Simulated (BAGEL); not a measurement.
# C2H5FSi (SMILES F/C=C/[SiH3]) at HF/cc-pVDZ (density fitting with qzvpp-jkfit)

Aim: the vertical ionisation energy of C2H5FSi at HF/cc-pVDZ (density fitting with qzvpp-jkfit), from 2 runs. 

The results are computed with BAGEL 1.2.2.

1 further run of the same task is left out (it didn't finish).

## 1. The system as given

C2H5FSi has 9 atoms, charge 0, and is taken as a singlet. As SMILES, `F/C=C/[SiH3]`. The shape is that of a PBE0-D4/def2-TZVP optimisation.

Bond lengths: F1–C2 1.336 Å, C2–C3 1.322 Å, C3–Si4 1.852 Å, C2–H5 1.086 Å, C3–H6 1.087 Å, Si4–H7 1.487 Å, Si4–H8 1.487 Å, Si4–H9 1.487 Å. Some angles: F1–C2–C3 122.8°, C2–C3–Si4 121.1°, F1–C2–H5 111.4°, C3–C2–H5 125.9°, C2–C3–H6 117.6°, Si4–C3–H6 121.3°, C3–Si4–H7 110.8°, C3–Si4–H8 110.8°, C3–Si4–H9 108.6°, H7–Si4–H8 107.9°.

## 2. A single-point energy at HF/cc-pVDZ (density fitting with qzvpp-jkfit)

Contents of hf.json:

```json
{ "bagel": [

{
  "title": "molecule",
  "basis": "cc-pvdz.json",
  "df_basis": "qzvpp-jkfit",
  "angstrom": true,
  "geometry": [
    { "atom": "F", "xyz": [   -1.259900,    2.360900,    0.506400 ] },
    { "atom": "C", "xyz": [   -0.578300,    1.355000,   -0.048000 ] },
    { "atom": "C", "xyz": [   -0.336700,    0.219900,    0.584900 ] },
    { "atom": "Si", "xyz": [    0.614100,   -1.145000,   -0.228900 ] },
    { "atom": "H", "xyz": [   -0.264200,    1.599600,   -1.058100 ] },
    { "atom": "H", "xyz": [   -0.716100,    0.118100,    1.598600 ] },
    { "atom": "H", "xyz": [    1.843700,   -1.465600,    0.542800 ] },
    { "atom": "H", "xyz": [   -0.206700,   -2.381600,   -0.316300 ] },
    { "atom": "H", "xyz": [    0.992500,   -0.707600,   -1.598500 ] }
  ]
},
{
  "title": "hf"
},
{
  "title": "print",
  "file": "orbitals.molden",
  "orbitals": true
}

]}
```

The basis set cc-pVDZ is read from a file made from the Basis Set Exchange's data (not shown).

The run is started by

```sh
$ BAGEL_NUM_THREADS=1 BAGEL hf.json > hf.out
```

The program printed:

```text
* using 1 threads per process

  ===============================================================
  ===============================================================

  *** Geometry ***

  { "atom" : "F", "xyz" : [     -2.380866,      4.461454,      0.956957 ] },
  { "atom" : "C", "xyz" : [     -1.092829,      2.560579,     -0.090707 ] },
  { "atom" : "C", "xyz" : [     -0.636271,      0.415551,      1.105301 ] },
  { "atom" : "Si", "xyz" : [      1.160481,     -2.163736,     -0.432558 ] },
  { "atom" : "H", "xyz" : [     -0.499266,      3.022806,     -1.999519 ] },
  { "atom" : "H", "xyz" : [     -1.353233,      0.223177,      3.020916 ] },
  { "atom" : "H", "xyz" : [      3.484088,     -2.769583,      1.025743 ] },
  { "atom" : "H", "xyz" : [     -0.390606,     -4.500572,     -0.597720 ] },
  { "atom" : "H", "xyz" : [      1.875553,     -1.337170,     -3.020727 ] },

  Number of auxiliary basis functions:      445

  Since a DF basis is specified, we compute 2- and 3-index integrals:
    o Being stored without compression. Storage requirement is 0.026 GB

  Number of basis functions:       85
  Number of electrons      :       40

    * METHOD: MOLECULE                             0.20

  *** RHF ***

  === Nuclear Repulsion ===
   148.9502593729

      * DIIS with orbital gradients will be used.

  === RHF iteration (cc-pvdz.json) ===
      0       -466.85051679          0.01272215           0.05
      1       -466.96251688          0.00683971           0.05
      2       -466.99051198          0.00153878           0.05
      3       -466.99255700          0.00042100           0.05
      4       -466.99267105          0.00010868           0.05
      5       -466.99268579          0.00003869           0.05
      6       -466.99268816          0.00002086           0.05
      7       -466.99268860          0.00000600           0.05
      8       -466.99268864          0.00000221           0.05
      9       -466.99268865          0.00000096           0.05
     10       -466.99268865          0.00000028           0.05
     11       -466.99268865          0.00000010           0.05
     12       -466.99268865          0.00000005           0.05
     13       -466.99268865          0.00000002           0.05
     14       -466.99268865          0.00000001           0.05
    * SCF iteration converged.

    * Permanent dipole moment:
           (   -0.179650,     0.200517,     0.214597) a.u.

    * METHOD: HF                                   0.86

    * METHOD: PRINT                                0.02

  ===============================================================
```

It took 1.2 s on 1 thread of Arm Neoverse V1, shared host; peak memory 0.11 GiB.

## 3. The doublet cation

Contents of input.json:

```json
{ "bagel": [

{
  "title": "molecule",
  "basis": "cc-pvdz.json",
  "df_basis": "qzvpp-jkfit",
  "angstrom": true,
  "geometry": [
    { "atom": "F", "xyz": [   -1.259900,    2.360900,    0.506400 ] },
    { "atom": "C", "xyz": [   -0.578300,    1.355000,   -0.048000 ] },
    { "atom": "C", "xyz": [   -0.336700,    0.219900,    0.584900 ] },
    { "atom": "Si", "xyz": [    0.614100,   -1.145000,   -0.228900 ] },
    { "atom": "H", "xyz": [   -0.264200,    1.599600,   -1.058100 ] },
    { "atom": "H", "xyz": [   -0.716100,    0.118100,    1.598600 ] },
    { "atom": "H", "xyz": [    1.843700,   -1.465600,    0.542800 ] },
    { "atom": "H", "xyz": [   -0.206700,   -2.381600,   -0.316300 ] },
    { "atom": "H", "xyz": [    0.992500,   -0.707600,   -1.598500 ] }
  ]
},
{ "title": "uhf", "charge": 1, "nopen": 1 },
{ "title": "print", "file": "orbitals.molden", "orbitals": true }

]}
```

The basis set cc-pVDZ is read from a file made from the Basis Set Exchange's data (not shown).

The run is started by

```sh
$ BAGEL_NUM_THREADS=1 BAGEL input.json > input.out
```

The program printed:

```text
* using 1 threads per process

  ===============================================================
  ===============================================================

  *** Geometry ***

  { "atom" : "F", "xyz" : [     -2.380866,      4.461454,      0.956957 ] },
  { "atom" : "C", "xyz" : [     -1.092829,      2.560579,     -0.090707 ] },
  { "atom" : "C", "xyz" : [     -0.636271,      0.415551,      1.105301 ] },
  { "atom" : "Si", "xyz" : [      1.160481,     -2.163736,     -0.432558 ] },
  { "atom" : "H", "xyz" : [     -0.499266,      3.022806,     -1.999519 ] },
  { "atom" : "H", "xyz" : [     -1.353233,      0.223177,      3.020916 ] },
  { "atom" : "H", "xyz" : [      3.484088,     -2.769583,      1.025743 ] },
  { "atom" : "H", "xyz" : [     -0.390606,     -4.500572,     -0.597720 ] },
  { "atom" : "H", "xyz" : [      1.875553,     -1.337170,     -3.020727 ] },

  Number of auxiliary basis functions:      445

  Since a DF basis is specified, we compute 2- and 3-index integrals:
    o Being stored without compression. Storage requirement is 0.026 GB

  Number of basis functions:       85
  Number of electrons      :       40

    * METHOD: MOLECULE                             0.21

  *** Open-shell HF ***

  === Nuclear Repulsion ===
   148.9502593729

      * DIIS with orbital gradients will be used.

  === UHF iteration (cc-pvdz.json) ===
      0       -466.50385817          0.02492845           0.10
      1       -466.61479970          0.01495850           0.10
      2       -466.64060381          0.00927189           0.10
      3       -466.65703630          0.00171689           0.10
      4       -466.65864295          0.00063160           0.10
      5       -466.65889267          0.00027119           0.10
      6       -466.65900179          0.00004881           0.10
      7       -466.65901637          0.00002469           0.10
      8       -466.65902316          0.00001307           0.10
      9       -466.65902576          0.00000469           0.10
     10       -466.65902607          0.00000084           0.10
     11       -466.65902608          0.00000055           0.10
     12       -466.65902608          0.00000033           0.10
     13       -466.65902608          0.00000020           0.10
     14       -466.65902608          0.00000009           0.10
     15       -466.65902608          0.00000004           0.10
     16       -466.65902608          0.00000002           0.10
     17       -466.65902608          0.00000001           0.10
    * SCF iteration converged.

    * S^2 (UHF) is 0.7559

    * Permanent dipole moment:
           (   -0.014544,     0.001769,     0.032650) a.u.

    * METHOD: UHF                                  1.93

    * METHOD: PRINT                                0.02

  ===============================================================
```

Run time: 2.3 s. Hardware: 1 thread of Arm Neoverse V1, shared host; peak memory 0.11 GiB.

## 4. Summary of results

At HF/cc-pVDZ (density fitting with qzvpp-jkfit):

| quantity | value |
| --- | --- |
| singlet C2H5FSi: total energy | -466.99269 Eh |
| singlet C2H5FSi: dipole moment | 0.88 D |
| singlet C2H5FSi: HOMO energy | -10.44 eV |
| singlet C2H5FSi: LUMO energy | 3.92 eV |
| singlet C2H5FSi: HOMO–LUMO gap | 14.36 eV |
| doublet cation: total energy | -466.65903 Eh |
| doublet cation: ⟨S²⟩ | 0.756 |
| vertical ionisation energy (to the doublet cation) | 9.079 eV |

The vertical ionisation energy comes to 9.08 eV (209 kcal/mol). −ε(HOMO) before ionisation, 10.44 eV, is 1.36 eV above this ionisation energy.
